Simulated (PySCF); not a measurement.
# C₅H₁₁FGeO: geometry, NMR shifts and electronic excitations

Wanted: the NMR shifts and electronic excitations of C₅H₁₁FGeO (`CO[C@@H]1[CH2][GeH2][CH2][C@H]1F`), by calculation.

Computed with PySCF 2.14.0, with density-fitted response routines of our own, on a single molecule in the gas phase. Atoms are numbered from 0 throughout.

### 1 The starting structure

19 atoms, charge 0, multiplicity 1; geometry from: GFN2-xTB.

Bonds of the start (Å): C0–O1 1.40, O1–C2 1.41, C2–C3 1.52, C3–Ge4 1.97, Ge4–C5 1.98, C5–C6 1.52, C6–F7 1.38, C6–C2 1.54, C0–H8 1.10, C0–H9 1.09, C0–H10 1.10, C2–H11 1.10, C3–H12 1.09, C3–H13 1.09, Ge4–H14 1.51, Ge4–H15 1.50, C5–H16 1.09, C5–H17 1.09, C6–H18 1.10.

### 2 Geometry optimisation at PBE0-D3(BJ)/def2-SVP

Job settings and geometry (Å):

```
{"job": {"xc": "PBE0", "basis": "def2-SVP", "d3": "d3bj", "grid": 1, "kind": "geom"}, "charge": 0, "multiplicity": 1}
C      2.335006    -0.148359     0.417808
O      1.117865     0.549645     0.350881
C      0.386936     0.403867    -0.848094
C     -0.718509     1.441228    -0.742399
Ge    -1.689611     0.675739     0.796221
C     -1.102766    -1.172544     0.372760
C     -0.281765    -0.981078    -0.892497
F     -1.124310    -1.004821    -1.988950
H      2.188228    -1.231693     0.487573
H      2.836334     0.201106     1.318683
H      2.959743     0.070206    -0.455434
H      1.036177     0.545994    -1.725582
H     -0.286318     2.423596    -0.576211
H     -1.316700     1.463796    -1.650011
H     -3.184360     0.859919     0.742443
H     -1.216864     1.162771     2.131282
H     -1.914408    -1.869211     0.174340
H     -0.478259    -1.594477     1.156960
H      0.443777    -1.786435    -1.062072
```

The log of the run:

```text
step   0  E = -2448.00931251  max force = 0.012697
step   1  E = -2448.01282239  max force = 0.002917
step   2  E = -2448.01305368  max force = 0.000750
step   3  E = -2448.01318632  max force = 0.001035
step   4  E = -2448.01331961  max force = 0.000828
step   5  E = -2448.01338463  max force = 0.000712
step   6  E = -2448.01343833  max force = 0.000724
step   7  E = -2448.01347951  max force = 0.000718
step   8  E = -2448.01350147  max force = 0.000665
step   9  E = -2448.01350822  max force = 0.000345
optimisation converged
```

It took 3.5 min on 1 thread, shared host.

The steps of the relaxation:

| step | energy from step 0 (eV) | largest force component (eV/Å) |
| --- | --- | --- |
| 0 | 0.0000 | 0.6529 |
| 1 | -0.0955 | 0.1500 |
| 2 | -0.1018 | 0.0386 |
| 3 | -0.1054 | 0.0532 |
| 4 | -0.1090 | 0.0426 |
| 5 | -0.1108 | 0.0366 |
| 6 | -0.1123 | 0.0372 |
| 7 | -0.1134 | 0.0369 |
| 8 | -0.1140 | 0.0342 |
| 9 | -0.1142 | 0.0177 |

Close pairs (by a distance rule), those that changed most:

```csv
bond,before (Å),after (Å),change (Å)
Ge4–H15,1.498,1.539,+0.041
Ge4–H14,1.507,1.540,+0.033
C3–H12,1.086,1.098,+0.012
C5–H17,1.088,1.099,+0.012
C0–H10,1.096,1.107,+0.011
C3–H13,1.087,1.098,+0.011
C0–H8,1.095,1.107,+0.011
C5–H16,1.088,1.099,+0.011
```

The end geometry stands in the next job.

```csv
at the end point,value
point group (found at 0.08 Å tolerance),C1
"rotational constants (GHz, main isotopes)","2.022, 1.100, 0.910"
dipole moment (D),1.88
```

### 3 Shielding tensors: PBE0/pcSseg-1

Job settings and geometry (Å):

```
{"job": {"kind": "nmr", "xc": "PBE0", "basis": "pcSseg-1"}, "charge": 0, "multiplicity": 1}
C      2.452225    -0.239854     0.255955
O      1.265260     0.486224     0.366856
C      0.412251     0.433865    -0.749623
C     -0.658557     1.499511    -0.547707
Ge    -1.897657     0.644729     0.726654
C     -1.137756    -1.149978     0.404515
C     -0.284153    -0.937919    -0.833268
F     -1.097774    -0.906296    -1.954009
H      2.296883    -1.334996     0.288879
H      3.090601     0.037311     1.106622
H      2.992244     0.000325    -0.680330
H      0.989873     0.603292    -1.681662
H     -0.199405     2.427769    -0.182694
H     -1.179988     1.704329    -1.492596
H     -3.375601     0.771201     0.312871
H     -1.740033     1.115971     2.182972
H     -1.878506    -1.942890     0.231980
H     -0.504446    -1.443246     1.254100
H      0.443545    -1.753293    -0.988751
```

Level: GIAO PBE0/pcSseg-1 NMR shielding, non-relativistic, gas phase.

The log of the run:

```text
coarse grid: 70992 points
cycle   1  E = -2448.1450477437  dE =  2.411e-01  |g| = 1.085e+00  |ddm| = 3.872e+00
cycle   2  E = -2448.0483408941  dE =  9.671e-02  |g| = 1.284e+00  |ddm| = 1.491e+00
cycle   3  E = -2448.2693218658  dE = -2.210e-01  |g| = 1.600e-01  |ddm| = 1.004e+00
cycle   4  E = -2448.2729794755  dE = -3.658e-03  |g| = 6.672e-02  |ddm| = 1.384e-01
cycle   5  E = -2448.2735741578  dE = -5.947e-04  |g| = 8.310e-03  |ddm| = 4.920e-02
cycle   6  E = -2448.2735858959  dE = -1.174e-05  |g| = 3.486e-03  |ddm| = 9.177e-03
cycle   7  E = -2448.2735877921  dE = -1.896e-06  |g| = 5.914e-04  |ddm| = 2.942e-03
final grid: 150984 points
cycle   8  E = -2448.2736061543  dE = -4.170e-08  |g| = 8.377e-04  |ddm| = 2.887e-03
cycle   9  E = -2448.2736060174  dE =  1.369e-07  |g| = 1.262e-03  |ddm| = 1.665e-03
cycle  10  E = -2448.2736062739  dE = -2.565e-07  |g| = 6.278e-05  |ddm| = 9.683e-04
cycle  11  E = -2448.2736062748  dE = -8.786e-10  |g| = 1.827e-05  |ddm| = 7.863e-05
converged SCF energy = -2448.2736062748

GIAO shielding tensors (ppm)
atom      isotropic    diamagn.    paramagn.     s11        s22        s33       span
  0 C      127.897     243.622    -115.725     93.872    106.615    183.204     89.332
  1 O      295.955     398.961    -103.007    274.424    286.770    326.671     52.247
  2 C       99.030     247.803    -148.773     79.195     89.059    128.836     49.641
  3 C      169.511     249.345     -79.834    155.729    160.253    192.552     36.823
  4 Ge    1449.284    2754.523   -1305.240   1341.232   1453.128   1553.491    212.258
  5 C      170.937     250.746     -79.810    159.273    160.995    192.541     33.268
  6 C       90.907     247.775    -156.868     60.755     80.041    131.926     71.171
  7 F      386.169     475.185     -89.016    343.098    377.295    438.113     95.014
  8 H       28.081      30.040      -1.959     22.855     26.433     34.955     12.100
  9 H       27.744      28.199      -0.455     23.435     24.713     35.085     11.650
 10 H       28.301      28.595      -0.294     24.331     25.388     35.184     10.853
 11 H       27.565      32.159      -4.594     24.674     26.474     31.547      6.873
 12 H       30.215      29.924       0.291     25.464     27.423     37.757     12.293
 13 H       30.129      29.831       0.298     25.372     26.575     38.440     13.068
 14 H       27.045      28.092      -1.047     20.867     21.146     39.121     18.254
 15 H       27.015      28.133      -1.117     20.770     21.439     38.836     18.067
 16 H       30.016      29.448       0.568     25.194     26.906     37.947     12.753
 17 H       30.318      30.756      -0.438     25.798     26.925     38.230     12.433
 18 H       25.986      31.753      -5.767     22.679     25.669     29.612      6.933
```

It took 39 s on 1 thread, shared host.

The references, computed at this level on geometries of the same kind, shield at (ppm): ¹H TMS 31.27, ¹³C TMS 184.4, ¹⁹F CFCl3 177.2, ¹⁷O H2O 334.6, ⁷³Ge GeMe4 1330. Their shielding less the atom's gives the shift. The references are single molecules in the gas phase, so shifts against H2O, NH3, PH3, H3PO4 or CFCl3 are not on the usual liquid scales and can be off by tens of ppm. Atoms listed in one row are averaged.

```csv
atoms,environment,σ (ppm),δ (ppm)
C6,sp3 CH bonded to F,90.9,93.5
C2,sp3 CH bonded to O,99.0,85.4
C0,methyl carbon bonded to O,127.9,56.5
C3,sp3 CH2 bonded to Ge,169.5,14.9
C5,sp3 CH2 bonded to Ge,170.9,13.5
H18,hydrogen on an sp3 CH bonded to F,25.99,5.28
H15,"hydrogen on a germanium bonded to 2 C, in a 5-membered ring",27.02,4.25
H14,"hydrogen on a germanium bonded to 2 C, in a 5-membered ring",27.04,4.22
H11,hydrogen on an sp3 CH bonded to O,27.57,3.70
"H8, H9, H10",hydrogen on a methyl carbon bonded to O,28.04,3.22
H16,hydrogen on an sp3 CH2 bonded to Ge,30.02,1.25
H13,hydrogen on an sp3 CH2 bonded to Ge,30.13,1.14
H12,hydrogen on an sp3 CH2 bonded to Ge,30.21,1.05
H17,hydrogen on an sp3 CH2 bonded to Ge,30.32,0.95
O1,ether oxygen,296.0,38.6
Ge4,"germanium bonded to 2 C, 2 H, in a 5-membered ring",1449,-119
F7,fluorine on an sp3 carbon,386.2,-208.9
```

Charges from the same density, by scheme (e):

```
atoms  Mulliken    IAO  Hirshfeld  ESP fit
   C0     -0.03  -0.20      -0.04    -0.18
   O1     -0.50  -0.39      -0.12    -0.26
   C2     -0.01   0.08       0.03     0.17
   C3     -0.40  -0.51      -0.16    -0.43
  Ge4      0.40   0.61       0.33     0.37
   C5     -0.45  -0.52      -0.17    -0.41
   C6      0.20   0.17       0.05     0.20
   F7     -0.34  -0.33      -0.11    -0.24
```

Mayer bond orders: C0–O1 0.94, O1–C2 0.89, C2–C3 1.00, C3–Ge4 0.94, Ge4–C5 0.92, C5–C6 0.99, C6–F7 0.86, C6–C2 0.97.

### 4 Ultraviolet spectrum: CAM-B3LYP/def2-SVPD

The job, as its differences from that of step 3:

```diff
@@ -1,2 +1,2 @@
-{"job": {"kind": "nmr", "xc": "PBE0", "basis": "pcSseg-1"}, "charge": 0, "multiplicity": 1}
+{"job": {"kind": "uv", "xc": "CAM-B3LYP", "basis": "def2-SVPD", "ip": true}, "charge": 0, "multiplicity": 1}
 C      2.452225    -0.239854     0.255955
```

Method: TDDFT CAM-B3LYP/def2-SVPD, vertical, gas phase, core orbitals frozen in the response.

The log of the run:

```text
coarse grid: 70992 points
cycle   1  E = -2448.5407471914  dE =  4.313e-01  |g| = 7.989e-01  |ddm| = 6.525e+00
cycle   2  E = -2448.5057314010  dE =  3.502e-02  |g| = 9.572e-01  |ddm| = 2.196e+00
cycle   3  E = -2448.6502336411  dE = -1.445e-01  |g| = 7.807e-02  |ddm| = 1.158e+00
cycle   4  E = -2448.6510732018  dE = -8.396e-04  |g| = 4.172e-02  |ddm| = 1.373e-01
cycle   5  E = -2448.6513424821  dE = -2.693e-04  |g| = 5.289e-03  |ddm| = 5.457e-02
cycle   6  E = -2448.6513472348  dE = -4.753e-06  |g| = 1.895e-03  |ddm| = 1.234e-02
final grid: 150984 points
cycle   7  E = -2448.6513440291  dE =  1.540e-07  |g| = 2.324e-03  |ddm| = 9.596e-03
cycle   8  E = -2448.6513434633  dE =  5.658e-07  |g| = 2.993e-03  |ddm| = 5.117e-03
cycle   9  E = -2448.6513449236  dE = -1.460e-06  |g| = 1.476e-04  |ddm| = 2.797e-03
cycle  10  E = -2448.6513449284  dE = -4.754e-09  |g| = 1.272e-05  |ddm| = 2.256e-04
cycle  11  E = -2448.6513449284  dE = -6.276e-11  |g| = 8.712e-06  |ddm| = 7.385e-05
converged SCF energy = -2448.6513449284

Static polarisability (au): isotropic 92.392, principal 85.950 86.466 104.759

Singlet excitations
state   eV       nm        f      main configurations
  1   7.2994    169.9   0.02416   H->L 0.83
  2   7.8331    158.3   0.01091   H-1->L 0.74
  3   7.9529    155.9   0.06470   H-1->L+1 0.75
  4   7.9877    155.2   0.00906   H->L+4 0.59, H->L+2 0.09
  5   8.0205    154.6   0.03650   H->L+1 0.59, H->L+2 0.11, H-2->L+1 0.09
  6   8.1831    151.5   0.03057   H->L+2 0.30, H->L+3 0.15
  7   8.3305    148.8   0.00513   H->L+5 0.36, H-2->L+1 0.16, H-1->L+2 0.15
  8   8.3719    148.1   0.00770   H-3->L+1 0.29, H-3->L+2 0.12, H-1->L+2 0.11
  9   8.4260    147.1   0.03584   H->L+5 0.24, H-1->L+2 0.20, H-3->L+1 0.11
 10   8.5039    145.8   0.06315   H-1->L+4 0.19, H-2->L 0.11, H-1->L+2 0.09

Triplet excitations (Tamm-Dancoff, eV): 7.1487 7.2202 7.6108 7.6484
Vertical ionisation energy (delta-SCF) = 9.8088 eV
```

Wall time 8.4 min (1 thread, shared host).

Frontier orbitals and where they lie:

| orbital | eV | atoms |
| --- | --- | --- |
| HOMO−3 | -10.39 | Ge4 36 %, H15 24 %, H14 19 % |
| HOMO−2 | -10.09 | Ge4 24 %, C5 14 %, H14 12 % |
| HOMO−1 | -9.41 | C3 26 %, Ge4 22 %, C5 21 % |
| HOMO | -9.10 | O1 46 %, C2 10 %, C6 9 % |
| LUMO | 1.11 | Ge4 17 %, C0 15 %, H8 6 % |
| LUMO+1 | 1.45 | Ge4 32 %, H14 10 %, H15 9 % |
| LUMO+2 | 1.55 | Ge4 32 %, H14 10 %, C0 9 % |

With each of the 10 states as a Gaussian band of 0.4 eV half-width at 1/e, the curve within the window shown has maxima at 152 nm (ε 7,700) L/(mol cm). Beyond the last state computed it falls off for lack of states. The curve at chosen wavelengths:

(nm, ε (L/mol/cm)): (141, 2378), (143, 3819), (145, 5270), (146, 5907), (148, 6900), (150, 7481), (152, 7652), (153, 7581), (155, 7122), (157, 6275), (159, 5176), (160, 4596), (162, 3508), (164, 2631), (166, 2010), (167, 1785), (169, 1452), (171, 1210), (173, 1000), (174, 897), (176, 698), (178, 514), (180, 356), (181, 290), (183, 184), (185, 110)

Ground-state properties from the same run:

```
           property  computed
  dipole moment (D)      1.84
polarisability (Å³)     13.69
 HOMO–LUMO gap (eV)     10.21
      −ε(HOMO) (eV)      9.10
```

### 5 NMR shieldings: B97-2/pcSseg-1

The job, as its differences from that of step 4:

```diff
@@ -1,2 +1,2 @@
-{"job": {"kind": "uv", "xc": "CAM-B3LYP", "basis": "def2-SVPD", "ip": true}, "charge": 0, "multiplicity": 1}
+{"job": {"kind": "nmr", "xc": "B97-2", "basis": "pcSseg-1", "pop": false}, "charge": 0, "multiplicity": 1}
 C      2.452225    -0.239854     0.255955
```

With the program's defaults for keys left out, this is: GIAO B97-2/pcSseg-1 NMR shielding, non-relativistic, gas phase.

The log of the run:

```text
coarse grid: 70992 points
cycle   1  E = -2449.2341566851  dE =  2.037e-01  |g| = 1.030e+00  |ddm| = 3.869e+00
cycle   2  E = -2449.1163554430  dE =  1.178e-01  |g| = 1.283e+00  |ddm| = 1.567e+00
cycle   3  E = -2449.3580739936  dE = -2.417e-01  |g| = 1.591e-01  |ddm| = 1.072e+00
cycle   4  E = -2449.3616644098  dE = -3.590e-03  |g| = 6.993e-02  |ddm| = 1.424e-01
cycle   5  E = -2449.3623551360  dE = -6.907e-04  |g| = 8.450e-03  |ddm| = 5.265e-02
cycle   6  E = -2449.3623668586  dE = -1.172e-05  |g| = 3.767e-03  |ddm| = 9.252e-03
cycle   7  E = -2449.3623690300  dE = -2.171e-06  |g| = 5.581e-04  |ddm| = 3.137e-03
final grid: 150984 points
cycle   8  E = -2449.3623724209  dE = -6.657e-08  |g| = 7.959e-04  |ddm| = 3.153e-03
cycle   9  E = -2449.3623722688  dE =  1.521e-07  |g| = 1.247e-03  |ddm| = 1.666e-03
cycle  10  E = -2449.3623725364  dE = -2.676e-07  |g| = 5.435e-05  |ddm| = 9.763e-04
cycle  11  E = -2449.3623725371  dE = -6.735e-10  |g| = 1.851e-05  |ddm| = 7.375e-05
converged SCF energy = -2449.3623725371

GIAO shielding tensors (ppm)
atom      isotropic    diamagn.    paramagn.     s11        s22        s33       span
  0 C      127.391     243.458    -116.067     94.097    106.315    181.760     87.663
  1 O      293.226     399.483    -106.256    271.471    285.069    323.139     51.668
  2 C       99.384     248.051    -148.668     79.985     89.415    128.750     48.765
  3 C      168.380     249.697     -81.317    155.151    159.454    190.535     35.384
  4 Ge    1437.672    2755.778   -1318.106   1331.759   1440.779   1540.478    208.719
  5 C      169.834     251.065     -81.231    158.652    160.267    190.583     31.931
  6 C       91.083     248.055    -156.972     61.223     80.411    131.614     70.391
  7 F      385.631     475.465     -89.834    344.608    376.812    435.475     90.867
  8 H       28.182      30.255      -2.073     23.022     26.541     34.982     11.960
  9 H       27.879      28.324      -0.446     23.627     24.874     35.135     11.508
 10 H       28.405      28.702      -0.297     24.488     25.519     35.208     10.720
 11 H       27.663      32.275      -4.612     24.810     26.619     31.560      6.751
 12 H       30.324      30.105       0.218     25.668     27.612     37.690     12.022
 13 H       30.231      29.952       0.280     25.578     26.754     38.362     12.784
 14 H       27.194      28.260      -1.066     21.083     21.367     39.131     18.048
 15 H       27.166      28.395      -1.230     20.985     21.663     38.849     17.864
 16 H       30.130      29.518       0.612     25.422     27.085     37.883     12.460
 17 H       30.413      31.102      -0.690     25.967     27.121     38.150     12.184
 18 H       26.105      31.941      -5.837     22.825     25.825     29.664      6.840
```

Run time: 34 s. Hardware: 1 thread, shared host.

This run: δ C6 92.6, C2 84.3, C0 56.3, C3 15.3, H18 5.27, H15 4.21 ppm.

### 6 Comparing the runs: NMR shifts

Shifts (ppm) of some atoms, chosen among heavy atoms and hydrogens apart, with basis size and wall time:

```csv
run,C6,C2,C3,H15,H14,Ge4,F7,functions,time
PBE0/pcSseg-1,93.5,85.4,14.9,4.25,4.22,-119,-208.9,215,39 s
B97-2/pcSseg-1,92.6,84.3,15.3,4.21,4.18,-116,-207.5,215,34 s
```

### 7 What came out

```
                                                              quantity                                                     value
                                                           point group                                                        C1
                                  rotational constants (main isotopes)                                      2.02, 1.10, 0.91 GHz
                                ¹³C shifts against TMS (PBE0/pcSseg-1)                          93.5, 85.4, 56.5, 14.9, 13.5 ppm
¹H shifts against TMS (PBE0/pcSseg-1, means over atoms taken as alike)  5.28, 4.25, 4.22, 3.70, 3.22, 1.25, 1.14, 1.05, 0.95 ppm
                                ¹⁷O shifts against H2O (PBE0/pcSseg-1)                                                  38.6 ppm
                             ⁷³Ge shifts against GeMe4 (PBE0/pcSseg-1)                                                  -119 ppm
                              ¹⁹F shifts against CFCl3 (PBE0/pcSseg-1)                                                -208.9 ppm
                                  lowest singlet (CAM-B3LYP/def2-SVPD)                               7.30 eV (170 nm), f = 0.024
                              brightest single state of those computed                               state 3, 7.95 eV, f = 0.065
                                                        lowest triplet                                                   7.15 eV
                                     vertical ionisation energy (ΔSCF)                                                   9.81 eV
                                             range of the shift of Ge4                                          -119 to -116 ppm
```

**Reading.** Over 9 steps the energy fell by 0.114 eV; of the close pairs, Ge4–H15 changed most, 1.498 to 1.539 Å. No frequency check was run at this level, so the end point may be a saddle. C6 (sp3 CH bonded to F) lies farthest downfield among carbon, at 93.5 ppm; pulled downfield by the heteroatom. The most deshielded hydrogen is H18 (hydrogen on an sp3 CH bonded to F), at 5.28 ppm: its carbon carries F, which withdraws density. At PBE0/pcSseg-1: The largest span, 212 ppm, is at Ge4, where the paramagnetic term is -1305 ppm. The lowest singlet, at 7.30 eV, is HOMO→LUMO 0.83 and is weak; of the 10 states computed, the strongest absorption comes from state 3 at 7.95 eV (the last state computed is bright too, and its partners may lie past the list). The lowest triplet lies 0.15 eV below the lowest singlet (triplets in Tamm-Dancoff, singlets in full TDDFT). ΔSCF puts the ionisation energy at 9.81 eV, 0.71 eV above −ε(HOMO). In ppm, Ge4 moves most: its shift spreads over 3 ppm, from -119 (PBE0/pcSseg-1) to -116 (B97-2/pcSseg-1). Spin-orbit coupling is left out, which matters for shieldings and couplings at and beside the heavy atoms.
